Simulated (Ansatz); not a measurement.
**SiSnH₅ClO: a ladder of functionals and wavefunction methods**

How much do the methods differ for SiSnH₅ClO? The plan is to run it at one geometry with functionals of several rungs and with coupled cluster. The yardstick is the atomisation energy at the CCSD(T) limit.

Program: Ansatz 0.2.0, Gaussian basis. Level of theory: functionals in def2-TZVPP, the program's frozen cores in correlated methods. These are calculated values, not measurements.

Levels to be run: PBE-D4, r2SCAN-D4, PBE0-D4, B3LYP-D4, ωB97X-V, ωB97M-V, B2PLYP; CCSD(T)/def2-TZVPP; MP2/def2-QZVPP; extrapolation to the limit.

## 1. Structure used throughout

An earlier PBE0-D4/def2-TZVP relaxation fixed the geometry. Sn takes the def2 core potential; no spin-orbit term is included.

9 atoms, charge 0, spin multiplicity 1.

Atoms are counted from 1 here; the program's logs count them from 0.

Bond lengths: O1–Sn2 1.973 Å, O1–H5 0.959 Å, Sn2–Si3 2.576 Å, Sn2–H6 1.716 Å, Sn2–H7 1.701 Å, Si3–Cl4 2.060 Å, Si3–H8 1.485 Å, Si3–H9 1.485 Å. Angles: Sn2–O1–H5 113.2°, O1–Sn2–Si3 108.3°, O1–Sn2–H6 107.9°, O1–Sn2–H7 102.8°, Si3–Sn2–H6 111.9°, Si3–Sn2–H7 113.8°, H6–Sn2–H7 111.6°, Sn2–Si3–Cl4 109.7°, Sn2–Si3–H8 110.7°, Sn2–Si3–H9 111.6°, Cl4–Si3–H8 107.9°, Cl4–Si3–H9 108.0°, H8–Si3–H9 108.9°.

## 2. PBE-D4 (GGA)

in.yaml

```yaml
crystal:
  periodic: [false, false, false]
  atoms:
    - {symbol: O, position_ang: [-1.081185, 1.289123, -1.545316]}
    - {symbol: Sn, position_ang: [0.572057, 0.777674, -0.597022]}
    - {symbol: Si, position_ang: [0.015420, -1.150698, 1.017985]}
    - {symbol: Cl, position_ang: [-0.422888, -2.851965, -0.056920]}
    - {symbol: H, position_ang: [-1.745595, 1.670356, -0.967585]}
    - {symbol: H, position_ang: [1.150715, 2.161736, 0.235130]}
    - {symbol: H, position_ang: [1.612094, 0.330269, -1.866661]}
    - {symbol: H, position_ang: [-1.170238, -0.815259, 1.847062]}
    - {symbol: H, position_ang: [1.158017, -1.457537, 1.916327]}
basis:
  gaussian: {orbitals: def2-TZVPP}
hamiltonian: {xc: pbe, dispersion: d4}
output: {forces: true, orbitals: {seedname: orbitals}}
```

Command:

```console
$ ansatz run in.yaml --threads 4 --pin off --events-out ev --progress --plain --max-ram 10444MiB
```

The runs that follow: r2SCAN-D4 (meta-GGA); PBE0-D4 (hybrid); B3LYP-D4 (hybrid); ωB97X-V (range-separated); ωB97M-V (range-separated); B2PLYP (double hybrid); CCSD(T) in def2-TZVPP; MP2 in def2-QZVPP.

Q: Predict the results of all the runs planned. Wanted: atomisation energy, CCSD(T)/CBS; farthest; mean size of error, hybrid; mean size of error, range-separated; gap, smallest and largest; T1 diagnostic; triples share of the correlation energy.

As calculated:

| quantity | value |
| --- | --- |
| atomisation energy, CCSD(T)/CBS | 2587.8 kJ/mol |
| functionals within 25.9 kJ/mol (1.0 %) | ωB97X-V |
| farthest | B2PLYP (-80.8 kJ/mol) |
| mean size of error, hybrid | 59.4 kJ/mol |
| mean size of error, range-separated | 14.5 kJ/mol |
| gap, smallest and largest | 4.64 eV (PBE-D4), 10.81 eV (ωB97X-V) |
| T1 diagnostic | 0.0129 |
| triples share of the correlation energy | 3.4 % |

**Reading.** PBE-D4 is off by -30.8 kJ/mol, about 3.9 kJ/mol a bond. Double hybrids carry the basis error of their MP2 part in triple zeta, and no dispersion term here, so their miss is partly the set-up's. Misses under about 25.9 kJ/mol are within the doubt on the reference itself, which lacks core-valence correlation, spin-orbit coupling and higher excitations, and its outer-core shells are covered unevenly. All levels share the lack of spin-orbit coupling, which lowers the free heavy atoms and so the true binding. Hartree-Fock recovers 70 % of the binding; the rest is correlation. The gap grows from 4.6 to 10.8 eV across the functionals, mostly with the share of exact exchange. Correlated methods include outer-core shells of Sn, which these sets cover unevenly.
